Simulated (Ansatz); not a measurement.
**CH₇BOSSi: up Jacob's ladder to CCSD(T)**

An exercise on one series of results from a longer session: the logs are not shown, and one member is left open.

Program: Ansatz 0.2.0, Gaussian basis. Level of theory: functionals in def2-TZVPP, the program's frozen cores in correlated methods. These are calculated values, not measurements.

Levels to be run: LDA (SPW92), PBE-D4, revPBE-D4, BLYP-D4, r2SCAN-D4, B97M-V, PBE0-D4, B3LYP-D4, r2SCANh-D4, r2SCAN0-D4, HSE06-D4, BHLYP-D4, CAM-B3LYP-D4, LC-ωPBE, ωB97X-V, ωB97M-V, B2PLYP, PBE-QIDH; CCSD(T)/def2-SVP; CCSD(T)/def2-TZVPP; MP2/def2-QZVPP; extrapolation to the limit; RPA on PBE.

### Structure used throughout

All runs share one geometry, relaxed beforehand with PBE0-D4 in a triple-zeta def2 set.

SMILES `CB(S)O[SiH3]`, 12 atoms, charge 0, spin multiplicity 1.

Atoms are counted from 1 here; the program's logs count them from 0.

Bond lengths: C1–B2 1.566 Å, C1–H6 1.095 Å, C1–H7 1.095 Å, C1–H8 1.091 Å, B2–S3 1.821 Å, B2–O4 1.358 Å, S3–H9 1.344 Å, O4–Si5 1.642 Å, Si5–H10 1.481 Å, Si5–H11 1.488 Å, Si5–H12 1.483 Å. Angles: B2–C1–H6 109.7°, B2–C1–H7 109.6°, B2–C1–H8 114.2°, H6–C1–H7 106.3°, H6–C1–H8 108.4°, H7–C1–H8 108.4°, C1–B2–S3 117.8°, C1–B2–O4 119.2°, S3–B2–O4 123.1°, B2–S3–H9 98.6°, B2–O4–Si5 142.0°, O4–Si5–H10 107.8°, O4–Si5–H11 111.4°, O4–Si5–H12 108.8°, H10–Si5–H11 109.4°, H10–Si5–H12 110.3°, H11–Si5–H12 109.2°.

Set-up of the first run:

in.yaml

```yaml
crystal:
  periodic: [false, false, false]
  atoms:
    - {symbol: C, position_ang: [-1.735566, -0.247879, 1.240992]}
    - {symbol: B, position_ang: [-0.445220, -0.459237, 0.380081]}
    - {symbol: S, position_ang: [0.137098, -2.166328, 0.130216]}
    - {symbol: O, position_ang: [0.185930, 0.622805, -0.144083]}
    - {symbol: Si, position_ang: [1.441730, 1.044896, -1.114010]}
    - {symbol: H, position_ang: [-1.509402, 0.406582, 2.089304]}
    - {symbol: H, position_ang: [-2.493875, 0.272177, 0.646235]}
    - {symbol: H, position_ang: [-2.172794, -1.170189, 1.625144]}
    - {symbol: H, position_ang: [1.224586, -1.901323, -0.613522]}
    - {symbol: H, position_ang: [2.124912, 2.202117, -0.491408]}
    - {symbol: H, position_ang: [2.408543, -0.075924, -1.267426]}
    - {symbol: H, position_ang: [0.911258, 1.417103, -2.447524]}
basis:
  gaussian: {orbitals: def2-TZVPP}
hamiltonian: {xc: lda}
output: {orbitals: {seedname: orbitals}}
```

Run with:

```console
ansatz run in.yaml --threads 4 --pin off --events-out ev --progress --plain --max-ram 10444MiB
```

Steps of the session up to this table: LDA; PBE-D4 (GGA); revPBE-D4 (GGA); BLYP-D4 (GGA); r2SCAN-D4 (meta-GGA); B97M-V (meta-GGA); B3LYP-D4 (hybrid); r2SCANh-D4 (hybrid); r2SCAN0-D4 (hybrid); HSE06-D4 (hybrid); BHLYP-D4 (hybrid); CAM-B3LYP-D4 (range-separated); LC-ωPBE (range-separated); ωB97X-V (range-separated); ωB97M-V (range-separated); B2PLYP (double hybrid); PBE-QIDH (double hybrid).

One of the session's tables, all rows but one given; the rest of the session is left out.

It belongs to the step «Orbital energies across the functionals». 

| functional | HOMO (eV) | gap (eV) |
| --- | --- | --- |
| LDA (SPW92) | -6.63 | 5.50 |
| PBE-D4 | -6.50 | 5.61 |
| revPBE-D4 | -6.44 | 5.66 |
| BLYP-D4 | -6.33 | 5.61 |
| r2SCAN-D4 | -6.79 | 6.26 |
| B97M-V | -6.88 | 6.18 |
| PBE0-D4 | ? | ? |
| B3LYP-D4 | -7.46 | 7.25 |
| r2SCANh-D4 | -7.23 | 7.05 |
| r2SCAN0-D4 | -7.91 | 8.19 |
| HSE06-D4 | -7.31 | 6.95 |
| BHLYP-D4 | -8.78 | 9.61 |
| CAM-B3LYP-D4 | -9.03 | 9.98 |
| LC-ωPBE | -10.44 | 12.58 |
| ωB97X-V | -10.08 | 12.05 |
| ωB97M-V | -9.92 | 11.53 |

Q: Estimate the row for PBE0-D4 from the others.

The run gave: HOMO (eV): -7.71; gap (eV): 7.72. In the column «HOMO (eV)» it lies between r2SCAN0-D4 (-7.91) and B3LYP-D4 (-7.46).
